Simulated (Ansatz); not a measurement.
# Cu: element swaps in one structure

One table from this session's results is given with a row withheld; the runs are named, their logs left out.

Computed with Ansatz 0.2.0 (DFT PBEsol, scalar-relativistic, plane waves, PAW, unless a step's input says otherwise).

1 further run of the same task is left out (set aside as unsound or not needed).

## Starting point

The structure is hexagonal, space group P6_3/mmc (No. 194). Conventional cell: a = 2.520 Å, b = 2.520 Å, c = 8.235 Å, α = 90.00°, β = 90.00°, γ = 120.00°. Cu (site symmetry -3m) has 12 Cu at 2.52 Å as nearest neighbours. Cu (site symmetry -6m2) is surrounded by 12 Cu at 2.52 Å.

Structure file:

```cif
data_structure
_symmetry_space_group_name_H-M 'P6_3/mmc'
_symmetry_Int_Tables_number 194
_cell_length_a 2.5198
_cell_length_b 2.5198
_cell_length_c 8.2353
_cell_angle_alpha 90.000
_cell_angle_beta 90.000
_cell_angle_gamma 120.000
_cell_volume 45.28
loop_
_atom_site_label
_atom_site_type_symbol
_atom_site_symmetry_multiplicity
_atom_site_Wyckoff_symbol
_atom_site_fract_x
_atom_site_fract_y
_atom_site_fract_z
_atom_site_occupancy
Cu1 Cu 2 a 0.00000 0.00000 0.00000 1
Cu2 Cu 2 c 0.33333 0.66667 0.25000 1
```

It goes back to an entry of the Materials Project, which need not be the stable form.

This cell was relaxed beforehand with the same method: volume 11.32 Å³/atom, gap on the mesh none (metal).

Set-up of the first run:

Contents of input.yaml:

```yaml
crystal:
  lattice:
    - [2.4165461503, 0.0, 0.0]
    - [-1.2082730752, 2.0927903555, 0.0]
    - [0.0, 0.0, 7.8978036533]
  atoms:
    - { symbol: Ni, position: [0.0, 0.0, 0.0], spin: 2.0 }
    - { symbol: Ni, position: [0.3333333333, 0.6666666667, 0.25], spin: 2.0 }
    - { symbol: Ni, position: [0.0, 0.0, 0.5], spin: 2.0 }
    - { symbol: Ni, position: [0.6666666667, 0.3333333333, 0.75], spin: 2.0 }
basis:
  ecutwfc: 420
kpoints:
  mp_grid: { grid: [12, 12, 2] }
hamiltonian:
  xc: pbesol
scf:
  occupations: { method: gaussian, width: 0.1 }
  lower_state_search: "off"
output:
  forces: true
  stress: true
  eigenvalues: true
  populations: true
magnetization:
  spin_polarized: true
```

Command:

```bash
ansatz run input.yaml --threads 1 --pin off --max-ram 2560MiB --backend cpu --events-out ev --progress --plain --runs-dir out
```

Among the steps run: Quick check of gap, pressure and forces (Ni); A loose first relaxation (Ni); Full relaxation (Ni).

One of the session's tables, all rows but one given; the rest of the session is left out.

It belongs to the step «The crystals compared». Lengths are those of the vectors of the cell that was run:

| swap | volume (Å³/atom) | a (Å) | b (Å) | c (Å) |
| --- | --- | --- | --- | --- |
| none | 11.32 | 2.520 | 2.520 | 8.235 |
| Cu → Sn | 26.37 | 3.362 | 3.362 | 10.772 |
| Cu → Mn | 10.32 | 2.454 | 2.454 | 7.917 |
| Cu → Ni | ? | ? | ? | ? |

**Question.** Estimate the row for Cu → Ni.

The run gave: volume (Å³/atom): 10.39; a (Å): 2.446; b (Å): 2.446; c (Å): 8.023. In the column «volume (Å³/atom)» it lies between Cu → Mn (10.32) and none (11.32).

Lengths are those of the computed cell. Rows of earlier swaps come from the sessions before.
